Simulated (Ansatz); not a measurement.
# GeH₄O (triplet): the correlation ladder, cc-pVDZ

One table from this session's results is given with a row withheld; the runs are named, their logs left out.

The runs use Ansatz 0.2.0, Gaussian basis; cc-pVDZ, core rule «outside noble gas», up to 15 orbitals frozen.

To be run: UHF; CCSD(T) on ROHF; CCSD(T) on UHF; BCCD(T) on ROHF; CISD; CCSDT(Q) on ROHF; CCSDT(Q) on UHF.

17 further runs of the same task are left out: 1 for a known fault of the program, 6 that didn't finish, 10 set aside as unsound or not needed.

## The geometry

The geometry is a PBE0/def2-TZVP stationary point (not a proven minimum) of the parent state, kept for this charge and spin. No spin-orbit coupling is included. The filled d shell of Ge may be among the frozen orbitals whatever the setting's name suggests; the logs give the count.

6 atoms, charge 0, spin multiplicity 3.

Atoms are counted from 1 here; the program's logs count them from 0.

Bond lengths: Ge1–O2 1.783 Å, Ge1–H3 1.541 Å, Ge1–H4 1.531 Å, Ge1–H5 1.541 Å, O2–H6 0.959 Å. Angles: O2–Ge1–H3 109.9°, O2–Ge1–H4 104.3°, O2–Ge1–H5 109.9°, H3–Ge1–H4 111.4°, H3–Ge1–H5 109.7°, H4–Ge1–H5 111.4°, Ge1–O2–H6 112.7°.

Set-up of the first run:

File in.yaml:

```yaml
crystal:
  periodic: [false, false, false]
  atoms:
    - {symbol: Ge, position_ang: [0.000000, -0.011677, 0.315636]}
    - {symbol: O, position_ang: [0.000000, 0.105329, -1.463675]}
    - {symbol: H, position_ang: [1.259685, -0.760144, 0.793059]}
    - {symbol: H, position_ang: [0.000000, 1.443682, 0.790510]}
    - {symbol: H, position_ang: [-1.259685, -0.760144, 0.793059]}
    - {symbol: H, position_ang: [0.000000, -0.753786, -1.890382]}
basis:
  gaussian: {orbitals: cc-pVDZ}
magnetization: {spin_polarized: true, initial_magnetization: 2}
hamiltonian: {xc: hf}
output: {orbitals: {seedname: orbitals}}
```

On the command line:

```bash
ansatz run in.yaml --threads 1 --pin off --events-out ev --progress --plain --max-ram 2393MiB
```

Among the steps run: UHF; CCSD(T) on ROHF; CCSD(T) on UHF; BCCD(T) on ROHF; CISD; CCSDT(Q) on ROHF; CCSDT(Q) on UHF.

One table of the session follows, with a row left open; its other results are not shown here.

It belongs to the step «Misses and costs». 

```
   method  from UCCSDT(Q) (kJ/mol)
     ROHF                   +831.8
      UHF                   +816.5
     RMP2                   +129.8
     UMP2                   +131.3
    RCCSD                    +26.4
    UCCSD                    +26.0
 RCCSD(T)                     +6.6
 UCCSD(T)                     +6.6
  BCCD(T)                     +5.8
   RCCSDT                        ?
   UCCSDT                     +1.7
RCCSDT(Q)                     +0.3
UCCSDT(Q)                        0
```

**Question.** Estimate the row for RCCSDT.

The run gave: from UCCSDT(Q) (kJ/mol): +1.8. In the column «from UCCSDT(Q) (kJ/mol)» it lies between UCCSDT (+1.7) and BCCD(T) (+5.8).

Not comparable, so not listed: CISD (they don't share determinant, frozen orbitals or solution with the rows shown, or repeat one).

Caveats from the session: Restricted and unrestricted rows rest on different reference determinants; where their highest levels disagree by more than a few hundredths of an eV, they describe different states and don't form one ladder.
